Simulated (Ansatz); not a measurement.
**GeH₆O₃Si: a ladder of functionals and wavefunction methods**

The task here is to estimate one member of a computed series from the others.

Computed with Ansatz 0.2.0, Gaussian basis. Level: functionals in def2-TZVPP, the program's frozen cores in correlated methods.

The runs, in order: PBE-D4, r2SCAN-D4, PBE0-D4, B3LYP-D4, ωB97X-V, ωB97M-V, B2PLYP; CCSD(T)/def2-TZVPP; MP2/def2-QZVPP; extrapolation to the limit.

### The relaxed structure

All runs share one geometry, relaxed beforehand with PBE0-D4 in a triple-zeta def2 set.

SMILES `O[SiH2][O][GeH2][OH]`, 11 atoms, charge 0, spin multiplicity 1.

Atoms are counted from 1 here; the program's logs count them from 0.

Bond lengths: O1–Si2 1.642 Å, O1–H6 0.958 Å, Si2–O3 1.631 Å, Si2–H7 1.484 Å, Si2–H8 1.481 Å, O3–Ge4 1.772 Å, Ge4–O5 1.768 Å, Ge4–H9 1.530 Å, Ge4–H10 1.535 Å, O5–H11 0.960 Å. Angles: Si2–O1–H6 117.8°, O1–Si2–O3 112.4°, O1–Si2–H7 110.4°, O1–Si2–H8 104.4°, O3–Si2–H7 106.4°, O3–Si2–H8 110.9°, H7–Si2–H8 112.5°, Si2–O3–Ge4 134.7°, O3–Ge4–O5 108.2°, O3–Ge4–H9 110.7°, O3–Ge4–H10 105.3°, O5–Ge4–H9 105.2°, O5–Ge4–H10 111.2°, H9–Ge4–H10 116.2°, Ge4–O5–H11 113.1°.

The first run:

Contents of in.yaml:

```yaml
crystal:
  periodic: [false, false, false]
  atoms:
    - {symbol: O, position_ang: [-0.786089, 0.763825, -2.377846]}
    - {symbol: Si, position_ang: [0.164945, 1.093717, -1.080990]}
    - {symbol: O, position_ang: [-0.363838, 0.366744, 0.280231]}
    - {symbol: Ge, position_ang: [-0.106605, -1.220678, 1.025293]}
    - {symbol: O, position_ang: [1.198225, -1.070731, 2.209097]}
    - {symbol: H, position_ang: [-1.664422, 1.145773, -2.396891]}
    - {symbol: H, position_ang: [0.171379, 2.551311, -0.802112]}
    - {symbol: H, position_ang: [1.501805, 0.584840, -1.466343]}
    - {symbol: H, position_ang: [0.404670, -2.225995, -0.008751]}
    - {symbol: H, position_ang: [-1.437495, -1.567656, 1.706056]}
    - {symbol: H, position_ang: [0.982925, -0.477949, 2.932757]}
basis:
  gaussian: {orbitals: def2-TZVPP}
hamiltonian: {xc: pbe, dispersion: d4}
output: {forces: true, orbitals: {seedname: orbitals}}
```

Started as:

```bash
ansatz run in.yaml --threads 2 --pin off --events-out ev --progress --plain --max-ram 32768MiB --backend cpu
```

Steps of the session up to this table: PBE-D4 (GGA); r2SCAN-D4 (meta-GGA); PBE0-D4 (hybrid); B3LYP-D4 (hybrid); ωB97X-V (range-separated); ωB97M-V (range-separated); B2PLYP (double hybrid); CCSD(T) in def2-TZVPP; MP2 in def2-QZVPP.

One table of the session follows, with a row left open; its other results are not shown here.

| method | atomisation energy (kJ/mol) |
| --- | --- |
| PBE-D4 | 3870.1 |
| r2SCAN-D4 | 3865.8 |
| PBE0-D4 | 3792.1 |
| B3LYP-D4 | 3835.4 |
| ωB97X-V | 3884.5 |
| ωB97M-V | 3864.4 |
| B2PLYP | 3820.3 |
| HF/def2-TZVPP | 2732.7 |
| MP2/def2-TZVPP | 3870.0 |
| CCSD/def2-TZVPP | ? |
| CCSD(T)/def2-TZVPP | 3791.7 |
| MP2/CBS | 3979.4 |
| CCSD(T)/CBS | 3901.1 |

Estimate the missing values for CCSD/def2-TZVPP.

The run gave: atomisation energy (kJ/mol): 3734.4. In the column «atomisation energy (kJ/mol)» it lies between HF/def2-TZVPP (2732.7) and CCSD(T)/def2-TZVPP (3791.7).
